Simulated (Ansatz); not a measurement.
# C₂H₇OSb: up Jacob's ladder to CCSD(T)

Aim: compute C₂H₇OSb with functionals from several rungs and with coupled cluster. The yardstick is the atomisation energy at the CCSD(T) limit.

Computed with Ansatz 0.2.0, Gaussian basis. Level: functionals in def2-TZVPP, the program's frozen cores in correlated methods.

Levels to be run: LDA (SPW92), PBE-D4, revPBE-D4, BLYP-D4, r2SCAN-D4, B97M-V, PBE0-D4, B3LYP-D4, r2SCANh-D4, r2SCAN0-D4, HSE06-D4, BHLYP-D4, CAM-B3LYP-D4, LC-ωPBE, ωB97X-V, ωB97M-V, B2PLYP, PBE-QIDH; CCSD(T)/def2-SVP; CCSD(T)/def2-TZVPP; MP2/def2-QZVPP; extrapolation to the limit; RPA on PBE.

## (1) Structure used throughout

An earlier PBE0-D4 in a triple-zeta def2 set relaxation fixed the geometry. Sb takes the def2 core potential; no spin-orbit term is included.

SMILES `C[O][SbH][CH3]`, 11 atoms, charge 0, spin multiplicity 1.

Atoms are counted from 1 here; the program's logs count them from 0.

Bond lengths: C1–O2 1.404 Å, C1–H5 1.099 Å, C1–H6 1.094 Å, C1–H7 1.099 Å, O2–Sb3 1.976 Å, Sb3–C4 2.151 Å, Sb3–H8 1.713 Å, C4–H9 1.090 Å, C4–H10 1.092 Å, C4–H11 1.090 Å. Angles: O2–C1–H5 112.4°, O2–C1–H6 108.0°, O2–C1–H7 112.8°, H5–C1–H6 107.7°, H5–C1–H7 107.9°, H6–C1–H7 107.8°, C1–O2–Sb3 117.7°, O2–Sb3–C4 95.7°, O2–Sb3–H8 91.6°, C4–Sb3–H8 92.9°, Sb3–C4–H9 109.8°, Sb3–C4–H10 109.8°, Sb3–C4–H11 108.6°, H9–C4–H10 109.0°, H9–C4–H11 109.9°, H10–C4–H11 109.7°.

## (2) LDA

This LDA is Slater exchange with PW92 correlation.

The input, in.yaml:

```yaml
crystal:
  periodic: [false, false, false]
  atoms:
    - {symbol: C, position_ang: [-1.502467, 1.329148, 0.112106]}
    - {symbol: O, position_ang: [-0.632745, 0.540673, 0.882892]}
    - {symbol: Sb, position_ang: [-0.317717, -1.320736, 0.298050]}
    - {symbol: C, position_ang: [1.603075, -0.940725, -0.592463]}
    - {symbol: H, position_ang: [-1.071233, 1.598903, -0.862225]}
    - {symbol: H, position_ang: [-1.692113, 2.256270, 0.660380]}
    - {symbol: H, position_ang: [-2.470852, 0.842506, -0.069873]}
    - {symbol: H, position_ang: [0.368560, -1.732112, 1.812708]}
    - {symbol: H, position_ang: [1.471951, -0.562466, -1.606172]}
    - {symbol: H, position_ang: [2.182116, -1.865425, -0.629658]}
    - {symbol: H, position_ang: [2.126827, -0.203036, 0.014654]}
basis:
  gaussian: {orbitals: def2-TZVPP}
hamiltonian: {xc: lda}
output: {orbitals: {seedname: orbitals}}
```

Command:

```console
ansatz run in.yaml --threads 4 --pin off --events-out ev --progress --plain --max-ram 10444MiB
```

The runs that follow: PBE-D4 (GGA); revPBE-D4 (GGA); BLYP-D4 (GGA); r2SCAN-D4 (meta-GGA); B97M-V (meta-GGA); B3LYP-D4 (hybrid); r2SCANh-D4 (hybrid); r2SCAN0-D4 (hybrid); HSE06-D4 (hybrid); BHLYP-D4 (hybrid); CAM-B3LYP-D4 (range-separated); LC-ωPBE (range-separated); ωB97X-V (range-separated); ωB97M-V (range-separated); B2PLYP (double hybrid); PBE-QIDH (double hybrid); CCSD(T) in def2-SVP; CCSD(T) in def2-TZVPP; MP2 in def2-QZVPP; RPA on PBE orbitals.

Q: Predict the results of all the runs planned. Wanted: atomisation energy, CCSD(T)/CBS; farthest beyond LDA; mean size of error, GGA; mean size of error, meta-GGA; mean size of error, hybrid; mean size of error, range-separated; mean size of error, double hybrid; gap, smallest and largest; T1 diagnostic.

**Answer**, as computed:

| quantity | value |
| --- | --- |
| atomisation energy, CCSD(T)/CBS | 3760.2 kJ/mol |
| functionals within 37.6 kJ/mol (1.0 %) | revPBE-D4, BLYP-D4, r2SCAN-D4, B97M-V, PBE0-D4, B3LYP-D4, HSE06-D4, CAM-B3LYP-D4, ωB97X-V, ωB97M-V |
| farthest beyond LDA | BHLYP-D4 (-119.8 kJ/mol) |
| mean size of error, GGA | 32.6 kJ/mol |
| mean size of error, meta-GGA | 13.7 kJ/mol |
| mean size of error, hybrid | 49.3 kJ/mol |
| mean size of error, range-separated | 21.1 kJ/mol |
| mean size of error, double hybrid | 60.3 kJ/mol |
| gap, smallest and largest | 4.01 eV (LDA (SPW92)), 10.70 eV (LC-ωPBE) |
| T1 diagnostic | 0.0133 |
| triples share of the correlation energy | 3.4 % |

LDA overbinds by 544.3 kJ/mol (14 %). PBE-D4 is off by +55.1 kJ/mol. Double hybrids carry the basis error of their MP2 part in triple zeta, and no dispersion term here, so their miss is partly the set-up's. The rungs meta-GGA, range-separated, GGA miss on average by less than the doubt on the reference (37.6 kJ/mol), so they tie. The reference freezes the cores and leaves out spin-orbit coupling and excitations past (T), and its outer-core shells are covered unevenly, so misses under about 37.6 kJ/mol can't be ranked. All levels share the lack of spin-orbit coupling, which lowers the free heavy atoms and so the true binding. Hartree-Fock recovers 70 % of the binding; the rest is correlation. CCSD(T) in def2-SVP is off by -265.4 kJ/mol, more than most functionals: a good method in a small basis is no reference. The gap grows from 4.0 to 10.7 eV across the functionals, mostly with the share of exact exchange. Correlated methods include outer-core shells of Sb, which these sets cover unevenly.
